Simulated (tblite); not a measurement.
# C7H14O3 (butyl lactate): the cost of one run

Programs: tblite 0.8.0 and PySCF 2.14.0, with routines of our own; each step states its level. All values are computed. Atoms count from 0.

## 1. The system as given

24 atoms, charge 0, multiplicity 1; geometry from: start built from the parent or by distance geometry.

## 2. Relaxing the molecule with GFN2-xTB

The job: settings as JSON, then the geometry in Å.

```
{"job": {"kind": "relax", "xc": "GFN2-xTB", "basis": "xTB"}, "charge": 0, "multiplicity": 1}
C     -3.528700    -0.491000    -0.161800
C     -2.307900     0.391900    -0.136200
C     -1.369300     0.105900    -1.309900
C     -0.149900     1.021000    -1.331000
O      0.632200     0.800000    -0.112600
C      1.518600    -0.221700    -0.178600
O      1.690800    -0.978200    -1.126800
C      2.293800    -0.356100     1.160800
C      2.947400     0.929600     1.582400
O      3.297000    -1.360900     1.067100
H     -3.290800    -1.551800    -0.144700
H     -4.136100    -0.296300    -1.062500
H     -4.193200    -0.273900     0.725200
H     -2.586500     1.436500    -0.110600
H     -1.767200     0.203600     0.822100
H     -1.089200    -0.937800    -1.274900
H     -1.940700     0.285500    -2.240600
H     -0.447900     2.049300    -1.325300
H      0.455600     0.845700    -2.201200
H      1.576600    -0.703100     1.920500
H      3.628700     1.302800     0.821400
H      2.196900     1.729400     1.759100
H      3.530400     0.807800     2.522800
H      3.015900    -1.990100     0.350600
```

The run is started by

```
$ OMP_NUM_THREADS=1 python redox_run.py task.json out
```

This one command runs all jobs of the session in turn.

Q: Estimate the wall time of this first job on 1 thread of Arm Neoverse V2, shared host.

About 2.1 s.
